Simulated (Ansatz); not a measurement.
# CH2I2: geometry at several levels

The task here is to estimate one member of a computed series from the others.

Computed with Ansatz 0.2.0 (the levels named in each step, unless a step's input says otherwise).

## Starting point

Bond lengths: I1–C2 2.145 Å, C2–I3 2.145 Å, C2–H4 1.083 Å, C2–H5 1.083 Å. Angles: I1–C2–I3 114.3°, I1–C2–H4 107.9°, I1–C2–H5 107.9°, I3–C2–H4 107.9°, I3–C2–H5 107.9°, H4–C2–H5 111.1°.

Structure file:

```xyz
5

I    -1.8008    0.0888   -0.0001
C    -0.0142   -1.0983    0.0320
I     1.8025    0.0423   -0.0037
H    -0.0211   -1.6847    0.9430
H    -0.0229   -1.7367   -0.8434
```

The first run:

The input, input.yaml:

```yaml
crystal:
  periodic: [false, false, false]
  atoms:
    - { symbol: I, position_ang: [-1.8336159, 0.07806549, -2.924e-05] }
    - { symbol: C, position_ang: [-0.01404354, -1.08696541, 0.03163436] }
    - { symbol: I, position_ang: [1.83492248, 0.03069205, -0.00313925] }
    - { symbol: H, position_ang: [-0.0202868, -1.67865673, 0.96149932] }
    - { symbol: H, position_ang: [-0.02345624, -1.7316954, -0.8622452] }
basis:
  gaussian: { orbitals: def2-SVP }
hamiltonian:
  xc: hf
relax:
  f_tol: 0.002
  max_steps: 150
```

The run is started by

```bash
$ ansatz run input.yaml --threads 2 --pin off --max-ram 5120MiB --backend cpu --events-out ev --progress --plain --runs-dir out
```

Steps of the session up to this table: Relaxation, HF/def2-SVP; Relaxation, LDA/def2-SVP; Relaxation, PBE-D4/def2-SVP; Relaxation, PBE0-D4/def2-TZVPP; Relaxation, MP2/def2-TZVPP.

One table of the session follows, with a row left open; its other results are not shown here.

It belongs to the step «Geometries side by side». 

| level | I1–C2 (Å) | C2–I3 (Å) | dipole (D) |
| --- | --- | --- | --- |
| HF/def2-SVP | 2.1411 | 2.1411 | 1.26 |
| LDA/def2-SVP | ? | ? | ? |
| PBE-D4/def2-SVP | 2.1608 | 2.1608 | 1.07 |
| PBE0-D4/def2-TZVPP | 2.1220 | 2.1220 | 1.17 |
| MP2/def2-TZVPP | 2.1113 | 2.1113 | 1.14 |

Estimate the missing values for LDA/def2-SVP.

**Answer.** I1–C2 (Å): 2.1317; C2–I3 (Å): 2.1317; dipole (D): 1.13. In the column «I1–C2 (Å)» it lies between PBE0-D4/def2-TZVPP (2.1220) and HF/def2-SVP (2.1411).
